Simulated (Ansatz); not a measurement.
**ZnSnN2: a single-point run**

Aim: a sound single-point run of ZnSnN2. The structure is shown as the input types it. The cell is built on a prototype (ordering on zincblende) and needn't be the phase found in nature.

Computed with Ansatz 0.2.0 (density functional or hybrid calculation with the settings of its input, plane waves (as first typed), unless a step's input says otherwise).

2 further runs of the same task are left out: 2 that didn't finish.

### 1 The system as given

Symmetry: P-4m2, No. 115, tetragonal system. Conventional cell: a = 3.382 Å, b = 3.382 Å, c = 4.700 Å, α = 90.00°, β = 90.00°, γ = 90.00°. Around Zn (site symmetry -4m2) lie 4 N at 2.05 Å. N (site symmetry 2mm) is surrounded by 2 Zn at 2.05 Å and 2 Sn at 2.07 Å. Around Sn (site symmetry -4m2) lie 4 N at 2.07 Å.

Coordinates:

```cif
data_structure
_symmetry_space_group_name_H-M 'P-4m2'
_symmetry_Int_Tables_number 115
_cell_length_a 3.3820
_cell_length_b 3.3820
_cell_length_c 4.6996
_cell_angle_alpha 90.000
_cell_angle_beta 90.000
_cell_angle_gamma 90.000
_cell_volume 53.75
loop_
_atom_site_label
_atom_site_type_symbol
_atom_site_symmetry_multiplicity
_atom_site_Wyckoff_symbol
_atom_site_fract_x
_atom_site_fract_y
_atom_site_fract_z
_atom_site_occupancy
Zn1 Zn 1 a 0.00000 0.00000 0.00000 1
N1 N 2 g 0.00000 0.50000 0.24484 1
Sn1 Sn 1 c 0.50000 0.50000 0.50000 1
```

### 2 The calculation

input.yaml reads:

```yaml
crystal:
  lattice:
    - [3.3820201408, 0.0, 0.0]
    - [0.0, 3.3820201408, 0.0]
    - [0.0, 0.0, 4.6996405323]
  atoms:
    - { symbol: Zn, position: [0.0, 0.0, 0.0] }
    - { symbol: "N", position: [0.0, 0.5, 0.2448435869] }
    - { symbol: Sn, position: [0.5, 0.5, 0.5] }
    - { symbol: "N", position: [0.5, 0.0, 0.7551564131] }
kpoints:
  mp_grid: { grid: [1, 1, 1] }
hamiltonian:
  xc: pbesol
scf:
  occupations: { method: fermi_dirac, width: 0.02 }
  n_extra_bands: 5
output:
  forces: true
  stress: true
  eigenvalues: true
```

On the command line:

```console
ansatz run input.yaml --threads 4 --pin off --max-ram 3686MiB --backend cpu --events-out ev --progress --plain --runs-dir out
```

What happens when this is run?

The program finished normally. It gives a pressure of 39 GPa, which is large; a structure far from rest gives such values too, whatever the setting.

Look at the input: kpoints.mp_grid.grid is [1, 1, 1]. One k-point can't sample the Brillouin zone of so small a cell.

To check: set kpoints.mp_grid.grid to [6, 6, 4].
